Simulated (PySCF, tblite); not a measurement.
# H₈N₃SSi₃ radical, a small gas-phase stand-in for a defect centre (nitride 3-ring): EPR parameters

What EPR parameters should one expect for `[S][SiH]1N[SiH2]N[SiH2]N1`? It is drawn as: sulfur hole.

Programs: tblite 0.8.0 and PySCF 2.14.0. All values are calculated, for the isolated system unless a continuum is named. Atoms count from 0, parts from 1.

## Step 1: Starting point

15 atoms, charge 0, multiplicity 2; geometry: distance geometry start.

## Step 2: Geometry optimisation with GFN2-xTB

What the job is given:

```
{"job": {"kind": "relax", "xc": "GFN2-xTB", "basis": "xTB"}, "charge": 0, "multiplicity": 2}
N      1.419306    -1.418691     1.868220
Si    -0.072734    -0.800756     1.061073
N      0.103988    -0.957929    -0.739818
Si     1.687528    -0.400743    -1.446688
N      2.709743     0.362849    -0.138803
Si     3.007211    -0.644342     1.341063
S      3.779104     0.599449     2.949028
H      1.473799    -2.429747     2.051676
H     -1.194279    -1.572671     1.486205
H     -0.264630     0.560980     1.412707
H     -0.299826    -1.779737    -1.163565
H      1.431635     0.545173    -2.473281
H      2.374372    -1.512546    -1.992733
H      2.538419     1.364007     0.041418
H      3.925650    -1.674377     1.040058
```

With the program's defaults for keys left out, this is: GFN2-xTB geometry optimisation, gas phase.

Launch:

```sh
$ OMP_NUM_THREADS=1 python cluster_run.py task.json out
```

This one command runs all jobs of the session in turn.

**Question.** The jobs that follow are: PBE0-D3(BJ)/def2-SVP geometry optimisation, gas phase; UKS B3LYP, IGLO-III on N S Si, pcH-1 on H, non-relativistic, mean-field spin-orbit, GIAO; UKS BHandHLYP, IGLO-III on N S Si, pcH-1 on H, non-relativistic, mean-field spin-orbit, GIAO. Predict: point group; rotational constants (main isotopes); g(iso) (B3LYP); ⟨S²⟩; largest a(iso) (averaged by class); potential on the surface of density 0.002 e/bohr³, 1st and 99th percentile.

As calculated:

| quantity | value |
| --- | --- |
| point group | Cs |
| rotational constants (main isotopes) | 2.03, 0.88, 0.65 GHz |
| g(iso) (B3LYP) | 2.08960 |
| ⟨S²⟩ | 0.753 (exact 0.75) |
| largest a(iso) (averaged by class) | 1H on H14, 63.3 MHz |
| potential on the surface of density 0.002 e/bohr³, 1st and 99th percentile | -0.55 V and 1.79 V |

What this shows: The start of the PBE0/def2-SVP relaxation was shaken at random by about 0.01 Å, so part of the energy gained, and of the first lengths quoted, undoes that. The optimisation took 8 steps and gained 0.244 eV; among the close pairs (by a distance rule), Si3–H12 changed most, from 1.448 to 1.497 Å (PBE0/def2-SVP). Most of the unpaired spin sits on S6 (0.98 e). The isotropic g lies 87.3 ppt above the free-electron value. These values are not to be trusted: the run shows nearly degenerate orbitals, where second-order g theory doesn't apply. A capped cluster stands for the solid here, so long-range fields and strain are missing, and bands or shifts of the capping hydrogens have no counterpart in it.
